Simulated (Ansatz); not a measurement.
Consider a ladder of basis sets of CH5AsO, SMILES CO[AsH2] (Ansatz 0.2.0 through its Python package).

Input file `ch5aso.xyz`:
```text
8

C    -0.39710    0.76050   -0.20390
O    -0.85870   -0.11920    0.75970
As    0.22020   -1.60480    0.67950
H    -0.56980    0.42130   -1.23830
H     0.62830    1.06620   -0.11590
H    -1.03880    1.75080   -0.09640
H     1.57280   -0.78330    1.01930
H     0.53520   -1.54860   -0.85990
```

`ch5aso_basis.py`:
```python
'''Basis-set convergence for CH5AsO.'''

import warnings

import ansatz as az

warnings.simplefilter('ignore', az.DeckWarning)

mol = az.Crystal.molecule_from_extxyz('ch5aso.xyz')

calculation = mol.calculation().functional('hf').accuracy('medium')

energies = {}
for basis in ['def2-SVP', 'def2-SVPD', 'def2-TZVP', 'def2-TZVPP']:
    data = calculation.basis(gaussian=basis).run(threads=1).report
    size = data['n_frozen'] + data['n_occupied'][0] + data['n_virtual'][0]
    energies[basis] = (data['reference_energy_ev'] / 27.211386246, data['free_energy_ev'] / 27.211386246)
    print(f'{basis:14s} {size:4d} orbitals  reference {energies[basis][0]:14.6f} Ha  total {energies[basis][1]:14.6f} Ha')

last = energies['def2-TZVPP'][1]
for basis, (_, total) in energies.items():
    print(f'{basis:14s} lies {27.211386 * (total - last):9.4f} eV above def2-TZVPP')
```

How far does the total energy move along this ladder of basis sets?

Against def2-SVP: def2-SVPD -11.4 mHa, def2-TZVP -421.1 mHa and def2-TZVPP -422.6 mHa. The last step alone is -1.46 mHa (these two sets differ little on atoms other than hydrogen). From the first set to the last the time grows from 0.9 to 3.4 s.

The run itself:

`python ch5aso_basis.py` gives:
```text
def2-SVP         85 orbitals  reference   -2349.427973 Ha  total   -2349.427973 Ha
def2-SVPD       121 orbitals  reference   -2349.439366 Ha  total   -2349.439366 Ha
def2-TZVP       140 orbitals  reference   -2349.849093 Ha  total   -2349.849093 Ha
def2-TZVPP      180 orbitals  reference   -2349.850556 Ha  total   -2349.850556 Ha
def2-SVP       lies   11.4991 eV above def2-TZVPP
def2-SVPD      lies   11.1890 eV above def2-TZVPP
def2-TZVP      lies    0.0398 eV above def2-TZVPP
def2-TZVPP     lies    0.0000 eV above def2-TZVPP
```

Reading the output:
- These settings explore the input space; basis and method may be short of convergence.
- The geometry is a force-field or estimated start, not a minimum of this method, and the last set is no limit. Much of the fall in a total is atomic energy, which cancels in bond and reaction energies.
- It ran for 7.8 s on 1 thread of Arm Neoverse V1 (shared host), peak memory 0.43 GiB.

(Lines on the test bed's own set-up are left out of the output.)
